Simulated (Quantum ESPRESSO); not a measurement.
## Be4CN: relaxation of cell and atoms with PBE+D3(BJ)

Crystal: Be4CN.

```
CELL_PARAMETERS angstrom
4.27461 0.00000 0.00000
-2.13730 3.70192 0.00000
0.00000 0.00000 3.32754
ATOMIC_POSITIONS crystal
Be 0.66667 0.33333 0.00000
Be 0.50105 0.00210 0.50000
Be 0.99790 0.49895 0.50000
Be 0.50105 0.49895 0.50000
C 0.00000 0.00000 0.00000
N 0.33333 0.66667 0.00000
```

The cell was built by a generator and needn't be a form met in nature.

| Item | Value |
| --- | --- |
| Program | Quantum ESPRESSO 7.5 |
| Task | relaxation of cell and atoms |
| Functional | PBE |
| Dispersion | D3(BJ) |
| Potentials or basis | GBRV 1.5 PBEsol |
| Cutoff | 612 eV |
| Density cutoff | 4898 eV |
| k mesh | 6 × 6 × 7 |
| Occupations | cold, width 0.136 eV |
| Spin | no spin polarisation |
| ASE optimiser | BFGS |
| Mixing beta | 0.5 |
| Most SCF iterations | 120 |
| SCF threshold | 1.2e-09 Ry |

| Quantity | Value |
| --- | --- |
| Relaxed volume | 8.85 Å³/atom |
| Relaxed cell | a = 5.118 Å, b = 5.118 Å, c = 2.342 Å, α = 90.00°, β = 90.00°, γ = 120.00° |
| Space group after relaxing (to 0.05 Å) | P-6m2 (No. 187) |
| Energy gained by relaxing | 434.0 meV/atom |
| Ionic steps | 18 |
| Pressure after relaxing | -0.1 GPa |
| Largest force after relaxing | 0.008 eV/Å |
| Band gap on the k mesh | none (metal or under the smearing width) |

Forces in eV/Å, atoms in the order of the input:
```
Be   0.000  0.000  0.000
Be   0.000  0.008  0.000
Be  -0.007 -0.004  0.000
Be   0.007 -0.004  0.000
C    0.000  0.000  0.000
N    0.000  0.000  0.000
```

Stress tensor (GPa, compression positive):
```
 0.02  0.00  0.00
 0.00  0.02  0.00
 0.00  0.00 -0.22
```

Step by step:
| step | energy change (eV) | largest force (eV/Å) | pressure (GPa) | volume (Å³) |
| --- | --- | --- | --- | --- |
| 1 | 0.0000 | 0.3427 | -9.12 | 52.66 |
| 2 | -0.0286 | 0.2484 | -8.96 | 52.47 |
| 3 | -0.2807 | 0.5435 | -7.97 | 50.52 |
| 4 | -0.5082 | 1.2400 | -7.04 | 48.69 |
| 5 | -0.7045 | 1.8025 | -3.41 | 46.94 |
| 6 | -0.8666 | 2.1932 | 2.76 | 45.30 |
| 7 | -1.0022 | 2.2094 | 10.59 | 43.83 |
| 8 | -1.1853 | 1.5605 | 16.45 | 42.70 |
| 9 | -1.3653 | 0.1314 | 20.23 | 42.04 |
| 10 | -1.4456 | 0.5805 | 19.60 | 42.32 |
| 11 | -1.5836 | 1.8485 | 15.78 | 43.10 |
| 12 | -1.7118 | 1.8511 | 12.34 | 44.01 |
| 13 | -2.1096 | 1.4507 | 9.25 | 46.50 |
| 14 | -2.3775 | 1.2167 | 1.75 | 48.75 |
| 15 | -2.5500 | 0.4459 | 1.90 | 50.45 |
| 16 | -2.5977 | 0.1530 | 1.52 | 52.15 |
| 17 | -2.6020 | 0.1054 | 0.70 | 52.67 |
| 18 | -2.6040 | 0.0079 | -0.06 | 53.12 |

Final structure:
```yaml
crystal:
  lattice:
    - [5.11775, 0.00000, 0.00000]
    - [-2.55888, 4.43210, 0.00000]
    - [0.00000, 0.00000, 2.34196]
  atoms:
    - { symbol: Be, position: [0.66667, 0.33333, 0.00000] }
    - { symbol: Be, position: [0.47090, 0.94179, 0.50000] }
    - { symbol: Be, position: [0.05821, 0.52910, 0.50000] }
    - { symbol: Be, position: [0.47090, 0.52910, 0.50000] }
    - { symbol: C, position: [0.00000, 0.00000, 0.00000] }
    - { symbol: N, position: [0.33333, 0.66667, 0.00000] }
```

Levels at points of the mesh, in eV from the Fermi level:
```csv
k point,band 8,band 9,band 10,band 11,band 12,band 13,band 14,band 15,band 16,band 17
"(0.00, 0.00, 0.00)",-7.43,-6.11,-4.19,-4.19,-1.96,0.22,0.22,5.18,6.61,6.61
"(0.00, -0.50, 0.00)",-7.83,-5.50,-2.80,-2.67,-1.95,-0.37,0.07,3.29,5.18,5.59
```

Wall time 5.9 min on 1 thread of Intel(R) Xeon(R) Platinum 8488C (Sapphire Rapids), on a shared host, peak memory 0.17 GiB.

Caveat: the potentials were made for another functional, which shifts forces and pressure; pairwise dispersion overbinds metals, which lowers pressure and volume.
